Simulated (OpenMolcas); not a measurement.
# Ir⁵⁺ among point charges: CASSCF and CASPT2 levels and susceptibility

Aim: the splitting of the states of Ir⁵⁺ in the field of 6 point charges, its lowest levels with spin-orbit coupling and its magnetic susceptibility.

Program: OpenMolcas 26.06. Level of theory: state-averaged CASSCF and CASPT2, spin-orbit coupling by RASSI with atomic mean-field integrals. These are calculated values, not measurements, unless marked.

## 1. Starting point

- Species: Ir⁵⁺ (iridium, Z = 77, 72 electrons)
- Basis: ANO-RCC-VTZP [8s7p5d3f1g], 84 functions
- Scalar Hamiltonian: DKH2, point nucleus
- Inactive shells: 1s 2s 2p 3s 3p 3d 4s 4p 4d 4f 5s 5p
- Active space: 4 electrons in 5 orbitals (5d)
- Some configurations of this space: 5d⁴
- Orbitals: optimised for each spin and parity, averaged over all roots

The outer shells:

5d4
```
5d [↑ ][↑ ][↑ ][↑ ][  ]
```

The ion sits among 6 point charges of -1.7 e arranged as a trigonal prism (D3h), 2.05 Å from the ion, with a polar angle of 48.6° against the regular 49.1°.

Each step is its own input file, run in one work folder so that later steps find the files of earlier ones. Labels, J, g values, rates, χT and fits are worked out afterwards by a script from the matrices that RASSI stores.

## 2. One- and two-electron integrals

a.inp reads:

```
&GATEWAY
Coord
1

Ir 0.0 0.0 0.0
Basis=ANO-RCC-VTZP
Group=NoSym
NoMove
AngMom=0.0 0.0 0.0
AMFI
XField
6 Angstrom 0
1.537941 0.000000 1.355448 -1.700000
-0.768970 1.331896 1.355448 -1.700000
-0.768970 -1.331896 1.355448 -1.700000
1.537941 0.000000 -1.355448 -1.700000
-0.768970 1.331896 -1.355448 -1.700000
-0.768970 -1.331896 -1.355448 -1.700000
&SEWARD
```

## 3. CASSCF: quintets, 5 roots

a.inp reads:

```
&RASSCF
FileOrb=start.orb
Symmetry=1
Spin=5
nActEl=4 0 0
Inactive=34
Ras2=5
CIRoot=5 5 1
SDav=5
CIMx=300
Iter=120 100
PrWF=0.3
OrbListing=Nothing
MaxOrb=0
>>> COPY $Project.JobIph JOB001
```

start.orb holds the contracted functions of the basis, ordered by shell, or the orbitals of the step before.

## 4. Reference wave functions, triplets, 45 roots

a.inp reads:

```
&RASSCF
FileOrb=start.orb
Symmetry=1
Spin=3
nActEl=4 0 0
Inactive=34
Ras2=5
CIRoot=45 45 1
SDav=45
CIMx=300
Iter=120 100
PrWF=0.3
OrbListing=Nothing
MaxOrb=0
>>> COPY $Project.JobIph JOB002
```

## 5. Reference wave functions, singlets, 50 roots

a.inp reads:

```
&RASSCF
FileOrb=start.orb
Symmetry=1
Spin=1
nActEl=4 0 0
Inactive=34
Ras2=5
CIRoot=50 50 1
SDav=50
CIMx=300
Iter=120 100
PrWF=0.3
OrbListing=Nothing
MaxOrb=0
>>> COPY $Project.JobIph JOB003
```

## 6. RASSI: spin-orbit coupling between the states

a.inp reads:

```
&RASSI
NrOfJobIphs=3 5 45 50
1 2 3 4 5
1 2 3 4 5 6 7 8 9 10 11 12 13 14 15 16 17 18 19 20 21 22 23 24 25 26 27
28 29 30 31 32 33 34 35 36 37 38 39 40 41 42 43 44 45
1 2 3 4 5 6 7 8 9 10 11 12 13 14 15 16 17 18 19 20 21 22 23 24 25 26 27
28 29 30 31 32 33 34 35 36 37 38 39 40 41 42 43 44 45 46 47 48 49 50
IphNames
JOB001
JOB002
JOB003
EJob
SpinOrbit
DIPRint=1.0
SOCoupling=1000.0
Subsets=2
Property=9
'ANGMOM' 1 'ANGMOM' 2 'ANGMOM' 3 'MLTPL  1' 1 'MLTPL  1' 2 'MLTPL  1' 3
'AMFI' 1 'AMFI' 2 'AMFI' 3
SOProperty=3
'ANGMOM' 1 'ANGMOM' 2 'ANGMOM' 3
```

## 7. CASPT2: IPEA 0.25, imaginary shift 0.1 (closed shells correlated: 4f 5s 5p)

a.inp reads:

```
>>> COPY JOB001 $Project.JobIph
&CASPT2
Multistate=5 1 2 3 4 5
NoMult
Frozen=23
IPEA=0.25
Imaginary=0.1
MaxIter=60
WThr=0.0 0.3 0.05
PrWF=0.5
NoMix
>>> COPY JOB002 $Project.JobIph
&CASPT2
Multistate=45 1 2 3 4 5 6 7 8 9 10 11 12 13 14 15 16 17 18 19 20 21 22
23 24 25 26 27 28 29 30 31 32 33 34 35 36 37 38 39 40 41 42 43 44 45
NoMult
Frozen=23
IPEA=0.25
Imaginary=0.1
MaxIter=60
WThr=0.0 0.3 0.05
PrWF=0.5
NoMix
>>> COPY JOB003 $Project.JobIph
&CASPT2
Multistate=50 1 2 3 4 5 6 7 8 9 10 11 12 13 14 15 16 17 18 19 20 21 22
23 24 25 26 27 28 29 30 31 32 33 34 35 36 37 38 39 40 41 42 43 44 45 46
47 48 49 50
NoMult
Frozen=23
IPEA=0.25
Imaginary=0.1
MaxIter=60
WThr=0.0 0.3 0.05
PrWF=0.5
NoMix
```

(Steps that only read results are left out.)

**Question.** What will these runs give? Wanted: spin-free ground state; first state of the same spin within the active space; lowest level; next level.

**Answer**, as computed:

| quantity | value |
| --- | --- |
| method | SS-CASPT2, IPEA 0.25, imaginary shift 0.1 (closed shells correlated: 4f 5s 5p) |
| spin-free ground state | 5E, 2-fold in its orbital part |
| first state of the same spin within the active space | 5A1 at 3030 cm⁻¹ |
| lowest level | 1-fold A1 |
| next level | 4823.2 cm⁻¹ |
| χT at 300 K | 0.05 cm³ K/mol |
| effective moment at 300 K | 0.65 μB |

Cost by method:

```
                                                 method  time of its own steps  time with the reference
                                              A. CASSCF                   25 s                     25 s
B. SS-CASPT2, IPEA 0.25, imaginary shift 0.1, +4f 5s 5p                   51 s                     75 s
```

Times are of one thread on a shared host.

The spin-free ground state (5E) comes to 100 % from free-ion D terms and keeps the highest spin of the shell. χT at 300 K is 0.05, against 3.01 cm³ K/mol for the spin alone, so spin-orbit coupling lowers it. An active space of the d shell alone favours high spin; real ions in strong fields can be low spin. CASPT2 does not keep the components of a term degenerate, and the means are used. The field of point charges can differ much from that of real complexes. With metal d orbitals alone active, the gaps between spin states are rough; where two lie within a few thousand cm-1, their order is open. Point charges carry no covalency, so the field is a model and not that of real ligands.
